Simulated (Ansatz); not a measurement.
# GaH4+ (singlet): the correlation ladder, aug-cc-pVDZ

An exercise on one series of results from a longer session: the logs are not shown, and one member is left open.

Method: aug-cc-pVDZ, core rule «outside noble gas», up to 14 orbitals frozen; program: Ansatz 0.2.0, Gaussian basis.

Plan: UHF; CCSD(T) on RHF; BCCD(T) on RHF; CISD; CCSDT(Q) on RHF; CCSDTQ on RHF; Full CI.

11 further runs of the same task are left out: 8 for a known fault of the program, 3 set aside as unsound or not needed. Runs told in other sessions of the task aren't counted.

**The geometry**

The geometry is a PBE0/def2-TZVP stationary point (not a proven minimum). No spin-orbit coupling is included. The filled d shell of Ga may be among the frozen orbitals whatever the setting's name suggests.

5 atoms, charge 1, spin multiplicity 1.

Atoms are counted from 1 here; the program's logs count them from 0.

Bond lengths: Ga1–H2 1.527 Å, Ga1–H4 1.527 Å, H3–H5 0.765 Å. Angles: H2–Ga1–H4 169.3°.

Set-up of the first run:

Contents of in.yaml:

```yaml
crystal:
  periodic: [false, false, false]
  atoms:
    - {symbol: Ga, position_ang: [0.000000, 0.000000, -0.055194]}
    - {symbol: H, position_ang: [0.000000, 1.520673, -0.197915]}
    - {symbol: H, position_ang: [0.000000, 0.382522, 2.106890]}
    - {symbol: H, position_ang: [0.000000, -1.520673, -0.197915]}
    - {symbol: H, position_ang: [0.000000, -0.382522, 2.106890]}
basis:
  gaussian: {orbitals: aug-cc-pVDZ}
total_charge: 1
magnetization: {spin_polarized: true, initial_magnetization: 0}
hamiltonian: {xc: hf}
output: {orbitals: {seedname: orbitals}}
```

Run with:

```sh
> ansatz run in.yaml --threads 1 --pin off --events-out ev --progress --plain --max-ram 3328MiB --backend cpu
```

Among the steps run: UHF; CCSD(T) on RHF; BCCD(T) on RHF; CISD; CCSDT(Q) on RHF; CCSDTQ on RHF; Full CI.

One of the session's tables, all rows but one given; the rest of the session is left out.

It belongs to the step «Misses and costs». 

| method | from FCI (kcal/mol) |
| --- | --- |
| RHF | +67.28 |
| RMP2 | +16.60 |
| RCCSD | +0.85 |
| RCCSD(T) | ? |
| BCCD(T) | +0.22 |
| RCCSDT | +0.02 |
| RCCSDT(Q) | +0.01 |
| RCCSDTQ | 0.00 |
| FCI | 0 |

Estimate the missing values for RCCSD(T).

**Answer.** from FCI (kcal/mol): +0.23. In the column «from FCI (kcal/mol)» it lies between BCCD(T) (+0.22) and RCCSD (+0.85).

Not comparable, so not listed: CISD (they don't share determinant, frozen orbitals or solution with the rows shown, or repeat one).
